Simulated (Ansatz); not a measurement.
# HfB (Fm-3m) in Ansatz: band structure with PBEsol

Aim: the band structure of HfB with PBEsol.

All numbers are computed with Ansatz 0.2.0; they aren't measurements. Logs are shortened: lines on timing, memory, paths and dates and some standing lists are left out, and cuts for length are marked.

### 1 Starting point

The structure is cubic, space group Fm-3m (No. 225). The conventional cell has a = 4.620 Å, b = 4.620 Å, c = 4.620 Å, α = 90.00°, β = 90.00°, γ = 90.00°. Hf (site symmetry m-3m) has 6 B at 2.31 Å as nearest neighbours. B (site symmetry m-3m) is surrounded by 6 Hf at 2.31 Å.

### 2 Band structure, PBEsol

The input, input.yaml:

```yaml
crystal:
  lattice:
    - [0.0, 2.31, 2.31]
    - [2.31, 0.0, 2.31]
    - [2.31, 2.31, 0.0]
  atoms:
    - { symbol: Hf, position: [0.5, 0.5, 0.5] }
    - { symbol: B, position: [0.0, 0.0, 0.0] }
hamiltonian:
  xc: pbesol
  pseudopotentials: { kind: paw }
kpoints:
  mp_grid: { grid: [10, 10, 10] }
  band_path:
    path:
      - [[0.0, 0.0, 0.0], [0.5, 0.0, 0.5], [0.5, 0.25, 0.75], [0.375, 0.375, 0.75], [0.0, 0.0, 0.0], [0.5, 0.5, 0.5], [0.625, 0.25, 0.625], [0.5, 0.25, 0.75], [0.5, 0.5, 0.5], [0.375, 0.375, 0.75]]
      - [[0.625, 0.25, 0.625], [0.5, 0.0, 0.5]]
    npoints: 14
scf:
  occupations: { method: fermi_dirac, width: 0.05 }
  n_extra_bands: 6
output:
  forces: true
  stress: true
  eigenvalues: true
  fatbands: true
```

Potentials or basis: Ansatz PAW.

Run with:

```
ansatz run input.yaml --threads 2 --pin off --max-ram 5632MiB --backend cpu --events-out ev --progress --plain --runs-dir out
```

What it wrote:

```text
Warning: RAYON_NUM_THREADS=2 ignored (pool sized by the plan → 2); use --threads N
scf.n_extra_bands = 6 over 15 filled bands (N_el = 29.0): the run solves 21 bands
Engine: ansatz 0.2.0, x86_64-unknown-linux-gnu
Pseudopotentials: kind: paw
Pseudopotential: Hf, paw, valence charge 26, recommended cutoff 420 eV (normal), Hf.paw.azcp
Pseudopotential: B, paw, valence charge 3, recommended cutoff 420 eV (normal), B.paw.azcp
Functional definition: PBEsol
  exchange = pbesol_x
  correlation = pbesol_c
Crystal: 2 atoms, lattice volume = 24.653 Å³
Basis set: ecut = 420 eV, 531 PW (Γ), exchange–correlation on 48×48×48 points (8 copies of the dense FFT grid, shifted against one another)
Bands: 21, of which v1, the nominal top of the filled ones, is band 15 counted from 1 (14 counted from 0)
Symmetry: 48 space group operations
Space group: Fm-3m (ITA 225), of the structure as read, at distance tolerance 2.9e-5 Å
k-points: 47 of 1000
Non-local potential: Hf, projectors of the file, l = 0: 3, l = 1: 2, l = 2: 2, l = 3: 3
Non-local potential: B, projectors of the file, l = 0: 2, l = 1: 2, l = 2: 1
PAW form: soft (Blöchl's): semilocal exchange-correlation on the pseudo side does not see the compensation charge
PAW frozen core: Hf, regenerated for the run's functional, and the local potential with it (the file was generated under x = pbe(κ = 0.804, μ = 0.2195149727645171), c = pbe(β = 0.06672455060314922))
PAW frozen core: B, regenerated for the run's functional, and the local potential with it (the file was generated under x = pbe(κ = 0.804, μ = 0.2195149727645171), c = pbe(β = 0.06672455060314922))
PAW one-centre angular grid: Hf, 590 points (default); XC on 64 Gauss nodes
PAW one-centre angular grid: B, 110 points (default); XC on 64 Gauss nodes
Initial density: superposition of atomic densities (neutral atoms: chi_scale 0, normalization atom), corrected by the library's trained network
Initial wavefunctions: pseudopotential atomic-orbital guess
Functional: x = pbesol(κ = 0.804, μ = 0.12345679012345678), c = pbesol(β = 0.046)
SCF iter   1: F=—  HF=-15751.378675 eV  |F-HF|=—  |Δ(HF+E_count)|=         —  Δρ=7.01e-3  dr2=1.54e-2  ethr=1.77e-3  ⟨swp⟩=5.4  Hψ=4283  notcnv=0  defer=9
preconditioner: auto → Kerker (q_TF=auto, 2.803 Å⁻¹)  [metal: Δε(μ)=0.090 eV  Ē_g=20.146 eV  σ=0.050 eV  W_gap=0.42  n_scr=14 (ndim 8)  ℏωp=38.9 eV  f_vac=0.000  D(μ)=1.13/eV (n_scr^D=14)]
SCF iter   2: F=—  HF=-15751.375123 eV  |F-HF|=—  |Δ(HF+E_count)|=   3.55e-3  Δρ=3.85e-3  dr2=4.52e-3  ethr=5.29e-5  ⟨swp⟩=1.6  Hψ=1441  notcnv=0  defer=25
SCF iter   3: F=—  HF=-15751.373895 eV  |F-HF|=—  |Δ(HF+E_count)|=   1.23e-3  Δρ=5.65e-4  dr2=5.81e-5  ethr=1.56e-5  ⟨swp⟩=2.1  Hψ=1142  notcnv=0  defer=25
SCF iter   4: F=—  HF=-15751.373868 eV  |F-HF|=—  |Δ(HF+E_count)|=   2.70e-5  Δρ=4.24e-4  dr2=4.41e-5  ethr=2.00e-7  ⟨swp⟩=2.4  Hψ=1700  notcnv=0  defer=25
SCF iter   5: F=—  HF=-15751.373831 eV  |F-HF|=—  |Δ(HF+E_count)|=   3.76e-5  Δρ=1.08e-4  dr2=3.15e-6  ethr=1.52e-7  ⟨swp⟩=2.1  Hψ=1550  notcnv=0  defer=25
SCF iter   6: F=—  HF=-15751.373829 eV  |F-HF|=—  |Δ(HF+E_count)|=   1.54e-6  Δρ=3.79e-5  dr2=1.83e-7  ethr=1.09e-8  ⟨swp⟩=2.2  Hψ=1626  notcnv=0  defer=25
SCF iter   7: F=-15751.373829 eV  HF=-15751.373829 eV  |F-HF|=7.89e-9  |Δ(HF+E_count)|=   1.93e-9  Δρ=3.69e-6  dr2=1.86e-9  ethr=3.45e-10  ⟨swp⟩=8.9  Hψ=4534  notcnv=0
SCF 1 converged in 7 iterations: F = -15751.373829 eV  dr2 = 1.86e-9
NSCF: frozen V_eff on 142 k-points
SCF converged after 7 iterations
Free energy (F): -15751.373829 eV
Harris-Foulkes:  -15751.373829 eV  (|F-HF|=7.89e-9)
Internal energy: -15751.363536 eV  (E = F + TS)
E sigma→0 (E₀):  -15751.368683 eV
Entropy (-TS):   -0.010293 eV (-5.146 meV/atom)
Fermi energy:    19.509227 eV
--- Per-component energies (eV) ---
  E_band       = 117.780841
  E_kinetic    = 478.745187
  E_local      = -5019.861016  (includes V_loc(G=0)·N_el)
  E_nonlocal   = -1224.157896
  E_hartree    = 2389.449288
  E_xc         = -332.505815
  E_vxc        = -307.776684  (∫ρ·V_xc dr)
  E_paw        = -6885.004519  (= ΣΔE_a)
  E_vpaw       = 1411.930986  (= ΣTr[D̂ρ^β])
  E_aug_tail   = -0.000005  (compensation charges beyond the density's cutoff)
  E_ewald      = -5159.294563
  E_core_change = 1.265803  (= ΣΔE_core)
  E_smearing   = -0.010293  (= −TS)
  E_closure    = -0.000000  (closes the sum)
  Σ components = -15751.373829   (vs F -15751.373829, Δ=0.00e0)
--- Forces (eV/Å), atoms counted from 1 ---
  atom   1  Hf     0.00000000     0.00000000    -0.00000000
  atom   2  B     -0.00000000     0.00000000     0.00000000
  max |Σ_I F_I| component: 8.53e-29 eV/Å
--- Stress (GPa, compression-positive) ---
       23.231114       0.000000      -0.000000
        0.000000      23.231114      -0.000000
        0.000000       0.000000      23.231114
  P = ⅓ Tr σ = 23.2311 GPa (232.311 kbar)
--- Band table (eV; the first three rows and the last of 47) ---
  k-point 0: bands = ["-40.3162", "-8.8211", "-8.8211", "-8.8211", "9.6863", "9.6865", "9.6865", "9.6865", "9.7786", "9.7786", "9.7786", "9.9663", "21.6468", "21.6468", "21.6468", "23.5887", "23.5887", "23.5887", "23.6796", "23.6796", "31.1862"]
  k-point 1: bands = ["-40.3118", "-8.8956", "-8.8286", "-8.8286", "9.6820", "9.6908", "9.6926", "9.6926", "9.7724", "9.7724", "9.7788", "10.2577", "20.7854", "21.3334", "21.3334", "22.4213", "22.4213", "24.0073", "25.7348", "25.7348", "31.9047"]
  k-point 2: bands = ["-40.3004", "-9.0856", "-8.8483", "-8.8483", "9.6749", "9.7034", "9.7084", "9.7084", "9.7574", "9.7574", "9.7795", "11.0661", "19.2966", "20.0650", "20.0650", "22.9754", "22.9754", "24.4866", "28.1072", "28.1072", "33.2009"]
  k-point 46: bands = ["-40.2551", "-9.3501", "-9.2246", "-9.0861", "9.7149", "9.7202", "9.7204", "9.7307", "9.7449", "9.7457", "9.7521", "13.7741", "18.1552", "18.2718", "18.5472", "24.1365", "25.8784", "27.3639", "27.4277", "30.5728", "35.3641"]
```

Run time: 2 s. Hardware: 2 threads of AMD EPYC 7R43 (Zen 3), shared host; peak memory 0.35 GiB.

What came out:

```
Free energy            : -15751.3738 eV
Pressure               : 23.2 GPa
Band gap on the k mesh : none (metal or under the smearing width)
```

Levels at the corners of the path, in eV from the Fermi level:
```
point  band 13  band 14  band 15  band 16  band 17  band 18
    Γ     2.14     2.14     2.14     4.08     4.08     4.08
    X    -1.15    -0.89     2.46     2.46     6.20     7.84
    W    -1.32    -1.32    -1.27     5.52     5.52     7.86
    K    -2.16    -1.18     0.31     3.13     6.80     7.98
    Γ     2.14     2.14     2.14     4.08     4.08     4.08
    L    -3.94    -1.38    -1.38     6.47     6.47     7.53
    U    -2.16    -1.18     0.31     3.13     6.80     7.98
    W    -1.32    -1.32    -1.27     5.52     5.52     7.86
    L    -3.94    -1.38    -1.38     6.47     6.47     7.53
    K    -2.16    -1.18     0.31     3.13     6.80     7.98
    U    -2.16    -1.18     0.31     3.13     6.80     7.98
    X    -1.15    -0.89     2.46     2.46     6.20     7.84
```

Caveat: spin-orbit coupling is left out, which moves the levels of the heavy elements; the PAW data sets come from PBE, with cores solved anew for the run's functional, which leaves a small shift of forces and pressure.

### 3 The reference run

An earlier run on the cell as given: functional PBEsol; potentials or basis Ansatz PAW; cutoff 420 eV (not typed: the program's choice for these potentials); k mesh 10 × 10 × 10; occupations fermi-dirac, width 0.05 eV; no spin polarisation.

* Pressure: 23.2 GPa
* Band gap on the k mesh: none (metal or under the smearing width)
